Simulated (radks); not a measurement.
# La²⁺ inside a hard spherical wall

Aim: energy, levels and pressure of La²⁺ as a wall, at which all orbitals vanish, closes in. The configuration stays [Xe] 5d1.

The numbers are computed with radks (a radial shooting solver on a logarithmic mesh, Libxc functionals) version 1 (scalar-relativistic Kohn-Sham, PBE, spin-unpolarised, spherical densities, finite nucleus), except any that are marked as measured or tabulated.

### Step 1. Starting point

| Quantity | Value |
| --- | --- |
| element | lanthanum (Z = 57) |
| charge | +2 |
| electrons | 55 |
| configuration | [Xe] 5d1 |
| nuclear rms radius | 4.855 fm |

The outer shells:

La²⁺
```
[Xe] core
5d [↑ ][  ][  ][  ][  ]
```

### Step 2. The free atom

Settings of this run:

```text
Z 57
configuration [Xe] 5d1 6s0 4f0 6p0
relativity scalar-relativistic
functional pbe,pbe
spin unpolarised
nucleus finite rms 4.855 fm
c 137.035999084
```

The run is started by

```bash
python run_ks.py task.json out
```

The same process makes all the runs of this session.

### Step 3. Wall at 20 bohr

Changes since step 2:

```diff
@@ -6,2 +6,3 @@
 nucleus finite rms 4.855 fm
+wall 20 bohr
 c 137.035999084
```

### Step 4. Wall at 15 bohr

Changes since step 3:

```diff
@@ -6,3 +6,3 @@
 nucleus finite rms 4.855 fm
-wall 20 bohr
+wall 15 bohr
 c 137.035999084
```

### Step 5. Wall at 10 bohr

Changes since step 4:

```diff
@@ -6,3 +6,3 @@
 nucleus finite rms 4.855 fm
-wall 15 bohr
+wall 10 bohr
 c 137.035999084
```

### Step 6. Wall at 6 bohr

Changes since step 5:

```diff
@@ -6,3 +6,3 @@
 nucleus finite rms 4.855 fm
-wall 10 bohr
+wall 6 bohr
 c 137.035999084
```

### Step 7. Wall at 5 bohr

Changes since step 6:

```diff
@@ -6,3 +6,3 @@
 nucleus finite rms 4.855 fm
-wall 6 bohr
+wall 5 bohr
 c 137.035999084
```

### Step 8. Wall at 3 bohr

Changes since step 7:

```diff
@@ -6,3 +6,3 @@
 nucleus finite rms 4.855 fm
-wall 5 bohr
+wall 3 bohr
 c 137.035999084
```

### Step 9. Wall at 2.5 bohr

Changes since step 8:

```diff
@@ -6,3 +6,3 @@
 nucleus finite rms 4.855 fm
-wall 3 bohr
+wall 2.5 bohr
 c 137.035999084
```

What does the calculation give? Wanted: for each run, R; E − E(free); ε(4f, empty); ε(5d); ε(6s, empty); ε(6p, empty); pressure.

As calculated:

| R (bohr) | E − E(free) (eV) | ε(4f, empty) (eV) | ε(5d) (eV) | ε(6s, empty) (eV) | ε(6p, empty) (eV) | pressure (GPa) |
| --- | --- | --- | --- | --- | --- | --- |
| free | 0.000 | -16.969 | -14.698 | -13.520 | -9.945 | 0 |
| 20 | -0.000 | -16.969 | -14.698 | -13.520 | -9.945 | < 0.0001 |
| 15 | 0.000 | -16.969 | -14.698 | -13.520 | -9.945 | < 0.0001 |
| 10 | 0.000 | -16.968 | -14.697 | -13.515 | -9.911 | 0.000400 |
| 6 | 0.168 | -16.743 | -14.389 | -12.372 | -7.482 | 0.614 |
| 5 | 0.806 | -16.246 | -13.598 | -9.753 | -3.292 | 4.53 |
| 3 | 36.690 | -5.914 | 2.652 | 33.899 | 50.688 | 767 |
| 2.5 | 113.11 | 6.140 | 23.697 | 84.935 | 107.73 | 3611 |

At the tightest wall, 2.5 bohr, the energy stands 113.11 eV above the free atom and the pressure, −dE/dV, is 3611 GPa. Of the levels in the table that exist at both ends, 6p (empty) rises most from the free atom (117.68 eV). From R = 3 bohr inwards the highest occupied level lies above zero, pushed up by confinement. Shells are not refilled when levels cross, and a hard wall is a model, not a crystal.
